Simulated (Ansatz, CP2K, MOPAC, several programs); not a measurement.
Energy against volume for antiperovskite K3FS, at fixed shape and fractional coordinates, computed by several methods (PBE and r2SCAN, where shown, with plane waves in Ansatz); the cell shown is that of r2SCAN. The symmetry is Pm-3m (No. 221, cubic); a = 5.932 Å in the conventional setting, 41.74 Å³ an atom. F has 12 K at 4.19 Å; S has 6 K at 2.97 Å; K has 2 S at 2.97 Å and 4 F at 4.19 Å. Simulation only: spin-unpolarised, and no claim that this is the phase found in nature. Energies count from each curve's lowest point; fits are third-order Birch-Murnaghan.

```cif
data_structure
_symmetry_space_group_name_H-M 'Pm-3m'
_symmetry_Int_Tables_number 221
_cell_length_a 5.9318
_cell_length_b 5.9318
_cell_length_c 5.9318
_cell_angle_alpha 90.000
_cell_angle_beta 90.000
_cell_angle_gamma 90.000
_cell_volume 208.72
loop_
_atom_site_label
_atom_site_type_symbol
_atom_site_symmetry_multiplicity
_atom_site_Wyckoff_symbol
_atom_site_fract_x
_atom_site_fract_y
_atom_site_fract_z
_atom_site_occupancy
F1 F 1 a 0.00000 0.00000 0.00000 1
S1 S 1 b 0.50000 0.50000 0.50000 1
K1 K 3 c 0.50000 0.50000 0.00000 1
```

light PBE (260 eV, its own mesh), on the shape of the cell shown:

| V (Å³/atom) | E (meV/atom) |
| --- | --- |
| 38.404 | 0.00 |
| 40.074 | 8.92 |
| 41.744 | 6.75 |
| 43.414 | 9.83 |
| 45.083 | 25.77 |
| 46.753 | 15.29 |

The points scatter about a smooth fit, as a low cutoff and a light mesh can make them, so no fit is quoted.

**Question.** PBE/SZV (CP2K), on the shape of the cell shown, gives
```tsv
V (Å³/atom)	E (meV/atom)
36.735	78.28
39.239	33.27
41.744	9.04
44.248	0.00
46.753	1.53
```
This method closes the gap of a crystal that DFT finds insulating, so its curve rests on a wrong state.
What equilibrium volume and bulk modulus follow?

**Answer.** V₀ = 45.04 Å³ an atom and B₀ = 11 GPa.

PBE, on the shape of its own relaxed cell:
```csv
V (Å³/atom),E (meV/atom)
39.600,6.48
40.863,1.54
42.127,0.00
43.391,1.38
44.655,5.26
```
V₀ = 42.13 Å³ an atom and B₀ = 12 GPa.

r2SCAN, on the shape of its own relaxed cell:

| V (Å³/atom) | E (meV/atom) |
| --- | --- |
| 39.239 | 6.81 |
| 40.491 | 1.61 |
| 41.744 | 0.00 |
| 42.996 | 1.43 |
| 44.248 | 5.47 |

V₀ = 41.75 Å³ an atom and B₀ = 13 GPa.

PM7 (MOPAC), on the shape of the cell shown, as a cluster of 40 atoms at the zone centre:

| V (Å³/atom) | E (meV/atom) |
| --- | --- |
| 36.735 | 137.85 |
| 39.239 | 42.25 |
| 41.744 | 5.50 |
| 44.248 | 0.00 |
| 46.753 | 18.56 |

The points scatter about a smooth fit, so no fit is quoted.
